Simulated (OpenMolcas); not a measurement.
**Ta²⁺ among point charges: CASSCF and CASPT2 levels and susceptibility**

How does a field of 8 point charges split the states of Ta²⁺, and what χT follows?

Program: OpenMolcas 26.06. Level of theory: state-averaged CASSCF and CASPT2, spin-orbit coupling by RASSI with atomic mean-field integrals. These are calculated values, not measurements, unless marked.

## 1. Starting point

- Species: Ta²⁺ (tantalum, Z = 73, 71 electrons)
- Basis: ANO-RCC-VDZP [7s6p4d2f1g], 68 functions
- Scalar Hamiltonian: DKH2, point nucleus
- Inactive shells: 1s 2s 2p 3s 3p 3d 4s 4p 4d 4f 5s 5p
- Active space: 3 electrons in 5 orbitals (5d)
- Some configurations of this space: 5d³
- Orbitals: optimised for each spin and parity, averaged over all roots

Outer shells as boxes (Hund's rule):

5d3
```
5d [↑ ][↑ ][↑ ][  ][  ]
```

The ion sits among 8 point charges of -1.2 e arranged as a cube (Oh), 2.07 Å from the ion.

The work runs as a chain of OpenMolcas steps in one folder; each step below is one input file. Labels, J, g values, rates, χT and fits are worked out afterwards by a script from the matrices that RASSI stores. The input lists half of the charges; inversion (Group=XYZ) makes the rest.

## 2. Basis and integrals

Contents of a.inp:

```
&GATEWAY
Coord
1

Ta 0.0 0.0 0.0
Basis=ANO-RCC-VDZP
Group=XYZ
NoMove
AngMom=0.0 0.0 0.0
AMFI
XField
4 Angstrom 0
1.195115 1.195115 1.195115 -1.200000
1.195115 1.195115 -1.195115 -1.200000
1.195115 -1.195115 1.195115 -1.200000
1.195115 -1.195115 -1.195115 -1.200000
&SEWARD
```

Run with:

```sh
$ OMP_NUM_THREADS=1 MOLCAS_MEM=1689 MOLCAS_PROJECT=a pymolcas a.inp > a.log
```

## 3. CASSCF: quartets of even parity, 10 roots

Contents of a.inp:

```
&RASSCF
FileOrb=start.orb
Symmetry=1
Spin=4
nActEl=3 0 0
Inactive=15 19
Ras2=5 0
CIRoot=10 10 1
SDav=10
CIMx=300
Iter=120 100
PrWF=0.3
OrbListing=Nothing
MaxOrb=0
>>> COPY $Project.JobIph JOB001
```

start.orb holds the contracted functions of the basis, ordered by shell, or the orbitals of the step before.

## 4. CASSCF: doublets of even parity, 40 roots

Contents of a.inp:

```
&RASSCF
FileOrb=start.orb
Symmetry=1
Spin=2
nActEl=3 0 0
Inactive=15 19
Ras2=5 0
CIRoot=40 40 1
SDav=40
CIMx=300
Iter=120 100
PrWF=0.3
OrbListing=Nothing
MaxOrb=0
>>> COPY $Project.JobIph JOB002
```

## 5. State interaction with spin-orbit coupling

Contents of a.inp:

```
&RASSI
NrOfJobIphs=2 10 40
1 2 3 4 5 6 7 8 9 10
1 2 3 4 5 6 7 8 9 10 11 12 13 14 15 16 17 18 19 20 21 22 23 24 25 26 27
28 29 30 31 32 33 34 35 36 37 38 39 40
IphNames
JOB001
JOB002
EJob
SpinOrbit
DIPRint=1.0
SOCoupling=1000.0
Subsets=2
Property=9
'ANGMOM' 1 'ANGMOM' 2 'ANGMOM' 3 'MLTPL  1' 1 'MLTPL  1' 2 'MLTPL  1' 3
'AMFI' 1 'AMFI' 2 'AMFI' 3
SOProperty=3
'ANGMOM' 1 'ANGMOM' 2 'ANGMOM' 3
```

## 6. CASPT2: IPEA 0.25, imaginary shift 0.1 (closed shells correlated: 4f 5s 5p)

Contents of a.inp:

```
>>> COPY JOB001 $Project.JobIph
&CASPT2
Multistate=10 1 2 3 4 5 6 7 8 9 10
NoMult
Frozen=14 9
IPEA=0.25
Imaginary=0.1
MaxIter=60
WThr=0.0 0.3 0.05
PrWF=0.5
NoMix
>>> COPY JOB002 $Project.JobIph
&CASPT2
Multistate=40 1 2 3 4 5 6 7 8 9 10 11 12 13 14 15 16 17 18 19 20 21 22
23 24 25 26 27 28 29 30 31 32 33 34 35 36 37 38 39 40
NoMult
Frozen=14 9
IPEA=0.25
Imaginary=0.1
MaxIter=60
WThr=0.0 0.3 0.05
PrWF=0.5
NoMix
```

(Steps that only read results are left out.)

What does the calculation give? Wanted: spin-free ground state; first state of the same spin within the active space; lowest level; next level.

The runs gave:

| quantity | value |
| --- | --- |
| method | SS-CASPT2, IPEA 0.25, imaginary shift 0.1 (closed shells correlated: 4f 5s 5p) |
| spin-free ground state | 2E, 2-fold in its orbital part |
| first state of the same spin within the active space | 2T2 at 13500 cm⁻¹ |
| lowest level | 4-fold Γ8 |
| next level | 4381.0 cm⁻¹ |
| χT at 300 K | 0.34 cm³ K/mol |
| effective moment at 300 K | 1.64 μB |

Cost by method:

| method | time of its own steps | time with the reference |
| --- | --- | --- |
| A. CASSCF | 9.1 s | 9.1 s |
| B. SS-CASPT2, IPEA 0.25, imaginary shift 0.1, +4f 5s 5p | 7 s | 16 s |

Times are of one thread on a shared host.

What this shows: The spin-free ground state (2E) comes to 41 % from free-ion G terms and has less than the highest spin computed. χT at 300 K is 0.34, against 0.38 cm³ K/mol for the spin alone, so orbital moment lowers it. A ligand-field fit to the states below 45000 cm-1 gives 10Dq = -15363 cm-1, B = 481 cm-1 and C = 2284 cm-1 (C/B = 4.75), with a deviation of 425 cm-1. CASPT2 does not keep the components of a term degenerate, and the means are used. An orbital doublet at a regular site is open to a Jahn-Teller distortion, which this geometry leaves out. The field of point charges can differ much from that of real complexes. This is an electrostatic model: the charges have no orbitals.
